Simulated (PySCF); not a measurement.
# FeH4Se4 ([Fe(SeH)4]2-): the cost of one run

Programs: PySCF 2.14.0, with routines of our own; each step states its level. All values are computed. Atoms count from 0.

## 1. The starting structure

9 atoms, charge -2, states of the metal's open shell are computed; geometry from: model start, shaken.

## 2. Optimising the geometry at PBE0-D3(BJ)/def2-SVP

The job: settings as JSON, then the geometry in Å.

```
{"job": {"xc": "PBE0", "basis": "def2-SVP", "d3": "d3bj", "grid": 1, "maxiter": 45, "solvent": "water", "kind": "geom"}, "charge": -2, "metal": "Fe", "open_shell": "d6"}
Fe     0.000020     0.004480    -0.004110
Se     1.447340     1.453880     1.445820
H      0.563310     2.633120     1.580330
Se    -1.470000    -1.453350     1.466050
H     -0.560830    -2.626980     1.587280
Se    -1.450270     1.440530    -1.467560
H     -2.641540     0.543060    -1.615340
Se     1.457170    -1.479710    -1.456630
H      2.615370    -0.565210    -1.625470
```

Run with:

```
$ OMP_NUM_THREADS=1 python lf_run.py task.json out
```

One launch serves the whole session: the jobs run in the order shown.

**Question.** How long does this first job take on 1 thread of Arm Neoverse V1, shared host, and how much memory does it need?

About 34 min, with a peak of 1.5 GiB.
